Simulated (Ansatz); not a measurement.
What does this script print? It uses the Python package of Ansatz (0.2.0).

The script, `disp_ch2alnse.py`:
```python
import ansatz as az

BASIS_SET = 'def2-SVP'

geometry_ang = [
    ('N', [0.2727, 0.1006, -1.7796]),
    ('C', [-0.2015, -0.2855, -0.6618]),
    ('Al', [-0.3232, -0.0048, 1.4035]),
    ('Se', [-1.0754, -1.6578, 0.3524]),
    ('H', [0.7647, 1.0143, -1.8591]),
    ('H', [0.6048, 0.7692, 2.4984]),
]
molecule = az.Crystal.molecule()
for symbol, xyz in geometry_ang:
    molecule = molecule.atom(symbol, xyz)

calc = molecule.calculation().basis(gaussian=BASIS_SET)
for name in ['blyp', 'r2scan']:
    for correction in ('d3bj', 'd4'):
        summary = calc.functional(name, dispersion=correction).run().report
        print(f'{name:8s} {correction:5s} total {summary["free_energy_ev"]:.5f} eV, of which dispersion {1000 * summary["dispersion"]["energy"]["ev"]:.2f} meV')
```

```console
$ python disp_ch2alnse.py
blyp     d3bj  total -74492.48249 eV, of which dispersion -324.19 meV
blyp     d4    total -74492.48131 eV, of which dispersion -323.01 meV
DeckWarning: the engine holds no damping parameters fitted to this dispersion correction and functional, so the run takes those fitted to r2scan beside the three-body term, which d3bj leaves out (hamiltonian.dispersion, under Limitations)
r2scan   d3bj  total -74489.58736 eV, of which dispersion -37.94 meV
r2scan   d4    total -74489.58187 eV, of which dispersion -32.46 meV
```
(Warnings from the package without file and line.)

Notes:
- Total energies depend on the basis set; only differences at equal settings carry meaning.
- The geometry is a force-field or estimated start, not a minimum of this method, and the basis set is short of its limit. D4 holds the three-body term, and d3bj doesn't.
- A dispersion term here runs with damping parameters fitted for another variant or functional.
- Timing: 16 s on 1 thread of Arm Neoverse V1 (shared host), peak memory 0.2 GiB.
